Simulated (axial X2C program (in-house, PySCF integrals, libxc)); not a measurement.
# WN: EOM-IP-CCSD levels

Aim: EOM-IP-CCSD levels of WN, with spin–orbit coupling in the Hamiltonian from the start.

Computed with an in-house X2C program for linear molecules on PySCF integrals. Level: two-component X2C with atomic mean-field terms, W dyall-acv3z, N dyall-av3z.

All values are calculated.

### Step 1. Input

task.json reads:

```json
{"zs": [74, 7], "q": 0, "bas": ["dyall-acv3z", "dyall-av3z"], "r0": 1.8, "eom": "ip", "rq": -1, "thr": -2.0, "nmax": 95, "grid": [1, 0.96, 1.045, 0.92, 1.09, 1.15]}
```

Keys: zs atomic numbers; q charge; bas basis sets; r0 starting distance in Å; eom kind of EOM run; thr threshold in hartree for freezing inner shells (an s shell follows its p shell); nmax most natural virtual spinors; grid distances as factors.

Launch:

```sh
> python soeom.py task.json out
```

Nuclei are Gaussian, cores are contracted, and the Gaunt term is on.

### Step 2. EOM-IP-CCSD at 1.662 Å

Reference: the closed shell WN⁻; 12 electrons correlated, 94 virtual spinors; roots sought by Ω: 1/2: 4, 3/2: 3, 5/2: 1.

Output:

```text
two-component X2C + atomic mean field  HF
basis functions 251  fitting functions 1223  grid points 5075
iter        total energy     max residual
   1     -16191.547364304     9.91e-01
   2     -16191.595761678     1.77e-02
   3     -16191.597488010     1.64e-02
   4     -16191.600691533     4.38e-03
   5     -16191.601044976     3.87e-03
   6     -16191.601292148     1.26e-03
   7     -16191.601400148     6.03e-04
   8     -16191.601420696     4.18e-04
   9     -16191.601430479     2.24e-04
  10     -16191.601434744     1.41e-04
  11     -16191.601435719     3.08e-05
  12     -16191.601435847     6.32e-06
  13     -16191.601435858     3.46e-06
  14     -16191.601435860     2.50e-06
  15     -16191.601435861     1.21e-06
converged
one-electron -22554.94531907  Coulomb 6542.52271506  exact exchange -330.09930081  xc functional 0.00000000  nuclear repulsion 164.93008138  atomic mean-field constant -14.00961242
correlated 12  virtual 332  natural virtual 94  E(MP2) -0.455446772  MP2 remainder -0.030442118
iter   CCSD correlation   residual
   1     -0.358887625   3.50e-01
   2     -0.391750869   2.13e-01
   3     -0.398828544   7.09e-02
   4     -0.400724530   3.93e-02
   5     -0.401836068   2.05e-02
   6     -0.401986222   1.28e-02
   7     -0.402057888   8.46e-03
   8     -0.402257087   4.50e-03
   9     -0.402309102   2.20e-03
  10     -0.402299248   9.92e-04
  11     -0.402322293   4.24e-04
  12     -0.402310747   2.23e-04
  13     -0.402315553   1.23e-04
  14     -0.402312632   7.02e-05
  15     -0.402312764   4.47e-05
  16     -0.402312119   2.89e-05
  17     -0.402312051   1.95e-05
  18     -0.402311906   1.25e-05
  19     -0.402312039   7.88e-06
  20     -0.402311864   5.01e-06
  21     -0.402311946   3.19e-06
  22     -0.402311836   2.12e-06
  23     -0.402311840   1.41e-06
(T) -0.031947548  T1 0.0572  D1 0.0904  max T2 0.159
EOM-IP-CCSD roots
2*Omega      energy/Eh   energy/eV  one-particle weight
    1       0.07781033      2.1173      0.913
    1       0.16613423      4.5207      0.288
    1       0.18643358      5.0731      0.661
    1       0.19567212      5.3245      0.818
    3       0.07981298      2.1718      0.899
    3       0.13966800      3.8006      0.000
    3       0.18324887      4.9865      0.892
    5       0.20401897      5.5516      0.000
```

T1 in the output is the amplitude norm over the root of the electron number; divide by √2 for the Lee–Taylor value.

| Ω | vertical IE (eV) | above lowest (cm⁻¹) | spinor | weight |
| --- | --- | --- | --- | --- |
| 1/2 | 2.117 | 0 | 61% W sσ, 13% W pσ, 12% N pσ | 0.91 |
| 3/2 | 2.172 | 440 | 94% W dδ | 0.90 |
| 3/2 | 4.986 | 23140 | 59% N pπ, 32% W dπ | 0.89 |
| 1/2 | 5.073 | 23840 | 33% N pσ, 23% N pπ, 16% W dσ | 0.66 |
| 1/2 | 5.325 | 25870 | 38% N pπ, 27% W dπ, 16% N pσ | 0.82 |

It took 23 s on 1 thread of Arm Neoverse N1, shared host; peak memory 0.81 GiB.

### Step 3. EOM-IP-CCSD at 1.595 Å

| Ω | vertical IE (eV) | above lowest (cm⁻¹) | spinor | weight |
| --- | --- | --- | --- | --- |
| 1/2 | 2.013 | 0 | 61% W sσ, 14% W pσ, 13% N pσ | 0.92 |
| 3/2 | 2.080 | 540 | 94% W dδ | 0.90 |
| 1/2 | 5.274 | 26300 | 49% N pσ, 25% W dσ, 8% N sσ | 0.75 |
| 3/2 | 5.423 | 27510 | 58% N pπ, 33% W dπ | 0.89 |

Run time: 26 s. Hardware: 1 thread of Arm Neoverse N1, shared host; peak memory 0.86 GiB.

### Step 4. EOM-IP-CCSD at 1.737 Å

| Ω | vertical IE (eV) | above lowest (cm⁻¹) | spinor | weight |
| --- | --- | --- | --- | --- |
| 1/2 | 2.217 | 0 | 62% W sσ, 13% W pσ, 11% N pσ | 0.91 |
| 3/2 | 2.272 | 440 | 95% W dδ | 0.90 |
| 3/2 | 4.574 | 19010 | 60% N pπ, 30% W dπ | 0.89 |
| 1/2 | 4.800 | 20830 | 52% N pπ, 38% W dπ | 0.71 |

Run time: 25 s. Hardware: 1 thread of Arm Neoverse N1, shared host; peak memory 0.87 GiB.

### Step 5. EOM-IP-CCSD at 1.529 Å

| Ω | vertical IE (eV) | above lowest (cm⁻¹) | spinor | weight |
| --- | --- | --- | --- | --- |
| 1/2 | 1.893 | 0 | 60% W sσ, 14% W pσ, 13% N pσ | 0.92 |
| 3/2 | 1.990 | 780 | 93% W dδ | 0.90 |
| 1/2 | 5.523 | 29280 | 50% N pσ, 27% W dσ, 9% N sσ | 0.81 |

It took 27 s on 1 thread of Arm Neoverse N1, shared host; peak memory 0.88 GiB.

### Step 6. EOM-IP-CCSD at 1.812 Å

| Ω | vertical IE (eV) | above lowest (cm⁻¹) | spinor | weight |
| --- | --- | --- | --- | --- |
| 1/2 | 2.297 | 0 | 62% W sσ, 13% W pσ, 10% N pσ | 0.90 |
| 3/2 | 2.364 | 540 | 94% W dδ | 0.89 |
| 3/2 | 4.235 | 15630 | 62% N pπ, 28% W dπ | 0.89 |
| 1/2 | 4.402 | 16980 | 33% N pπ, 26% N pσ, 24% W dπ | 0.87 |
| 1/2 | 4.579 | 18400 | 32% N pσ, 22% N pπ, 22% W dπ | 0.68 |

Wall time 26 s (1 thread of Arm Neoverse N1, shared host); peak memory 0.89 GiB.

### Step 7. EOM-IP-CCSD at 1.911 Å

| Ω | vertical IE (eV) | above lowest (cm⁻¹) | spinor | weight |
| --- | --- | --- | --- | --- |
| 1/2 | 2.351 | 0 | 62% W sσ, 13% W pσ, 9% W dσ | 0.90 |
| 3/2 | 2.458 | 870 | 91% W dδ | 0.89 |
| 3/2 | 3.904 | 12530 | 67% N pπ, 21% W dπ | 0.88 |
| 1/2 | 4.136 | 14400 | 45% W dπ, 37% N pπ, 11% N pσ | 0.89 |
| 1/2 | 4.480 | 17170 | 55% N pσ, 14% W dσ, 12% W dπ | 0.80 |

It took 29 s on 1 thread of Arm Neoverse N1, shared host; peak memory 0.89 GiB.

### Step 8. Curves of the states

Energies in eV from the lowest point of the lowest state; states are followed by energy order within each Ω.

| R (Å) | (1)Ω=1/2 | (1)Ω=3/2 |
| --- | --- | --- |
| 1.529 | 0.5498 | 0.6466 |
| 1.595 | 0.0922 | 0.1592 |
| 1.662 | 0.0000 | 0.0545 |
| 1.737 | 0.2059 | 0.2610 |
| 1.812 | 0.6305 | 0.6974 |
| 1.911 | 1.3545 | 1.4621 |

### Step 9. What came out

```
                     quantity                           value
       lowest root at 1.662 Å               Ω = 1/2, 2.117 eV
next root led by one particle  Ω = 3/2, about 440 cm⁻¹ higher
          T1 of the reference                           0.040
```

**Reading.** Removing an electron from the reference determinant of WN⁻ costs 2.12 eV and empties a spinor of 61% W sσ, 13% W pσ, 12% N pσ. The closed-shell reference lies 0.36 eV above the lowest determinant found, so these energies count from an excited configuration. Errors of 0.1 to 0.3 eV are usual at this size, and roots led by higher excitations are left out, so the list is incomplete, and low states of that kind can be missing. T1 or the largest double amplitude of the reference is raised, which lowers the reliability.
